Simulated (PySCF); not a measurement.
# CH8GeOSi2: the cost of one run

Computed with PySCF 2.14.0, with density-fitted response routines of our own, on a single molecule in the gas phase. Atoms are numbered from 0 throughout.

### 1 The starting structure

13 atoms, charge 0, multiplicity 1; geometry from: GFN2-xTB. The atoms were then displaced at random by about 0.01 Å, so the start is not that level's minimum.

Bonds of the start (Å): C0–O1 1.41, O1–Ge2 1.80, Ge2–Si3 2.31, Si3–Si4 2.34, Si4–C0 1.96, C0–H5 1.07, C0–H6 1.09, Ge2–H7 1.54, Ge2–H8 1.53, Si3–H9 1.49, Si3–H10 1.46, Si4–H11 1.45, Si4–H12 1.48.

### 2 Relaxing the molecule at PBE0-D3(BJ)/def2-SVP

The job: settings as JSON, then the geometry in Å.

```
{"job": {"xc": "PBE0", "basis": "def2-SVP", "d3": "d3bj", "grid": 1, "shake": 0.01, "kind": "geom"}, "charge": 0, "multiplicity": 1}
C      0.416070    -1.539900     0.114400
O      1.376230    -0.602930     0.543570
Ge     1.415910     1.122280     0.043470
Si    -0.853620     1.455620    -0.234690
Si    -1.395750    -0.804250     0.053690
H      0.447560    -2.362370     0.791780
H      0.672360    -1.896130    -0.884560
H      2.344910     1.610370     1.170740
H      2.351380     1.168240    -1.160340
H     -1.409890     2.395150     0.773100
H     -1.168820     2.037430    -1.539080
H     -2.096690    -1.499410    -1.004910
H     -2.093830    -1.100990     1.322530
```

The run is started by

```console
OMP_NUM_THREADS=1 python probes_run.py task.json out
```

The driver reads the jobs from task.json and runs them one after another.

**Question.** How long does this first job take on 1 thread of Arm Neoverse V2, shared host, and how much memory does it need?

About 80 s, with a peak of 0.55 GiB.
